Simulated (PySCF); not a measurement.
**TaOCl₂: relaxation and vibrations of the doublet**

Aim: relax TaOCl₂ as a doublet from a trigonal planar start, check by its vibrations whether the end is a minimum, and collect its spectrum and constants.

Method: PBE0, basis Ta def2-TZVP with ECP60, O def2-TZVP, Cl def2-TZVP, scalar-relativistic core potentials, no spin–orbit coupling, density fitting; program: PySCF 2.14.0.

**1. Starting geometry**

4 atoms, charge 0, spin multiplicity 2.

Bond lengths: Ta1–O2 1.830 Å, Ta1–Cl3 2.450 Å, Ta1–Cl4 2.450 Å. Angles: O2–Ta1–Cl3 120.0°, O2–Ta1–Cl4 120.0°, Cl3–Ta1–Cl4 120.0°.

Z-matrix (Å, degrees; charge 0 multiplicity 2):
```
Ta
O  1 1.8300
Cl 1 2.4500 2 120.00
Cl 1 2.4500 2 120.00 3 180.00
```

**2. The SCF at the typed geometry**

One driver script runs all steps and calls PySCF; scf.py shows how it sets up the SCF of each step. The optimiser is the driver's own. After this first run the driver tries any further starts and a stability analysis.

The input, scf.py:

```python
from pyscf import gto, scf, dft
mol = gto.M(atom='''
Ta    -0.000000     0.000000    -0.211350
O     -0.000000     0.000000    -2.041320
Cl    -2.121760     0.000000     1.013660
Cl     2.121780     0.000000     1.013670''',
    basis={'Ta': 'def2-TZVP', 'O': 'def2-TZVP', 'Cl': 'def2-TZVP'},
    ecp={'Ta': 'def2-TZVP'},
    charge=0, spin=1)
mf = dft.UKS(mol, xc='PBE0')
mf.grids.atom_grid = (50, 194)
aux = {'Ta': 'def2-universal-JKFIT', 'O': 'def2-universal-JKFIT', 'Cl': 'def2-universal-JKFIT'}
mf = mf.density_fit(auxbasis=aux)
mf.conv_tol = 1e-08
mf.diis_space = 10
mf.max_cycle = 60
mf.init_guess = 'minao'
mf.verbose = 4
mf.kernel()
```

Run with:

```sh
OMP_NUM_THREADS=4 python axn.py task.json out
```

Further steps of the session: Relaxing the doublet from the trigonal planar start; Hessian and properties.

Before running it: what results should come out? Wanted: minimum; geometry; wavenumbers; dipole moment; highest occupied, lowest empty level; polar-tensor charge of Ta1; zero-point energy; atomisation energy; ⟨S²⟩.

**Answer**, as computed:

| quantity | value |
| --- | --- |
| minimum | doublet, C2v |
| geometry | Ta–Cl 2.296 Å (×2), Ta–O 1.703 Å; Cl–Ta–Cl 132.2°, Cl–Ta–O 113.9° (×2) |
| wavenumbers (cm⁻¹) | 38 (b1), 99 (a1), 213 (b2), 388 (a1), 419 (b2), 1028 (a1) |
| dipole moment | 1.78 D |
| highest occupied, lowest empty level (either spin) | -7.19, -3.23 eV |
| polar-tensor charge of Ta1 | +1.77 e |
| zero-point energy | 13.1 kJ/mol |
| entropy at 298.15 K | 348.8 J/(mol K) |
| atomisation energy (no zero-point energy) | 1706 kJ/mol |
| ⟨S²⟩ | 0.756 |

The trigonal planar start keeps its C2v symmetry and ends in a minimum. The strongest infrared band lies at 1028 cm⁻¹ (a1, stretch). Most of the spin sits on Ta1 (Mulliken spin 1.13, against 1 for the whole molecule). Only this shape and spin were tried, so other structures or states may lie lower. One determinant may miss the lowest occupation of an open d or f shell. Spin–orbit coupling, left out here, can matter for elements this heavy.
